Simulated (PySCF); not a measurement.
**Sb2: from the state search to spectroscopic constants**

The task here is to estimate one member of a computed series from the others.

Computed with PySCF 2.14.0. Level: Sb def2-TZVPPD with ECP28, scalar-relativistic core potentials.

The first run:

The job is set up so:

| Quantity | Value |
| --- | --- |
| atoms | Sb, Sb |
| charge | 0 |
| basis | Sb def2-TZVPPD with ECP28 |
| Hamiltonian | scalar-relativistic core potentials |
| basis functions | 112 |
| electrons treated | 46 |
| masses in u | 120.9038, 120.9038 |
| levels | PBE0, PBE, r²SCAN, M06-2X, TPSS, TPSSh, B2PLYP, r²SCAN0, HSE06, HF, MP2, SCS-MP2, CCSD, CCSD(T) |
| grid | 80 radial by 434 angular points |
| occupations | held fixed by the projection of orbital angular momentum |
| dissociation limit | Sb + Sb, each in its ground configuration |
| starting distance in angstrom | 2.730 |
| values of 2S to try | 0, 2, 4 |

Run with:

```sh
OMP_NUM_THREADS=2 python dia.py task.json out
```

Steps of the session up to this table: Set-up; The PBE0 curve of the state that the search chose; Other states along the same grid; PBE (GGA); r²SCAN; M06-2X (hybrid meta-GGA); TPSS (meta-GGA); TPSSh (hybrid meta-GGA); B2PLYP (double hybrid); r²SCAN0 (hybrid meta-GGA); HSE06; RHF (mean field); Adding correlation.

One table of the session follows, with a row left open; its other results are not shown here.

It belongs to the step «The curves together». Energy (eV) from each level's lowest point:

| R (Å) | RHF | RHF-MP2 | RHF-SCS-MP2 | RHF-CCSD | RHF-CCSD(T) |
| --- | --- | --- | --- | --- | --- |
| 2.123 | 1.664 | 1.951 | 1.990 | n/a | n/a |
| 2.222 | 0.668 | 0.919 | 0.941 | 0.825 | 0.935 |
| 2.321 | 0.154 | 0.333 | 0.344 | 0.262 | 0.332 |
| 2.395 | 0.002 | 0.104 | 0.109 | 0.061 | 0.097 |
| 2.469 | 0.000 | 0.004 | 0.005 | 0.000 | 0.000 |
| 2.543 | 0.114 | 0.000 | 0.000 | 0.045 | 0.006 |
| 2.642 | ? | ? | ? | ? | ? |
| 2.765 | 0.899 | 0.312 | 0.320 | 0.573 | 0.400 |
| 2.913 | 1.620 | 0.623 | 0.647 | 1.090 | 0.813 |
| 3.111 | 2.662 | 1.011 | 1.067 | n/a | n/a |

**Question.** Estimate the row for R (Å) = 2.642.

Worked estimate for «RHF». A straight line through the neighbours (2.543, 0.114) and (2.765, 0.899) gives 0.114 + (0.899 − 0.114) × (2.642 − 2.543) / (2.765 − 2.543) = 0.464; a parabola fitted to 4 rows on both sides gives 0.416.

**Answer.** RHF: 0.399; RHF-MP2: 0.096; RHF-SCS-MP2: 0.098; RHF-CCSD: 0.224; RHF-CCSD(T): 0.129. In «RHF» the line misses by +0.065 and the parabola by +0.017.
